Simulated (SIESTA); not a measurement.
The system is Fe2Ge.

```
Ge Fe
1.0
     4.16363    0.00000    0.00000
    -2.08182    3.60581    0.00000
     0.00000    0.00000    2.62647
Ge Fe
1 2
Direct
  0.00000 0.00000 0.00000
  0.33333 0.66667 0.50000
  0.66667 0.33333 0.50000
```

The cell comes from a database or a generator and needn't be the stable form of this composition.

```yaml
Program: SIESTA 5.4.2
Task: single point
Functional: PBEsol
Potentials_or_basis: PseudoDojo 0.4 standard (PBEsol files)
Basis: DZP (energy shift 0.003 Ry; two zetas on semicore shells)
Grid_cutoff: 800 Ry
Energy_shift: 0.003 Ry
k_mesh: 7 × 7 × 10
Occupations: fermi-dirac, width 0.05 eV
Spin: collinear spin, ferromagnetic start
Starting_moments: "[0.0, 3.0, 3.0] μB"
```

On this cell: pressure -5.5 GPa; largest force under 0.003 eV/Å; net moment 5.17 μB per cell; site moments Ge -0.12; Fe +2.65 μB; band gap on the k mesh none (metal or under the smearing width).

The same run follows on a disturbed copy (atoms moved at random, drawn with an rms of 0.05 Å):

```
Ge Fe
1.0
     4.16363    0.00000    0.00000
    -2.08182    3.60581    0.00000
     0.00000    0.00000    2.62647
Ge Fe
1 2
Direct
  0.00423 0.99775 0.99295
  0.34121 0.66797 0.49100
  0.67388 0.34645 0.50767
```

What changes?

The energy (extrapolated to zero smearing) moves by +3.2 meV/atom; pressure -5.2 GPa; largest force 0.558 eV/Å; net moment 5.16 μB per cell; site moments Ge -0.12; Fe +2.64 μB; band gap on the k mesh none (metal or under the smearing width).

Forces on the atoms (eV/Å):
```
Ge  -0.017  0.176  0.017
Fe  -0.232  0.272 -0.241
Fe   0.249 -0.446  0.226
```

Stress tensor (GPa, compression positive):
```
-4.12 -0.57  0.04
-0.57 -5.90 -0.02
 0.04 -0.02 -5.61
```

Caveats: short orbitals over semicore shells can move pressures by several GPa; the basis of atomic orbitals isn't converged, which shifts pressures, moduli and gaps.
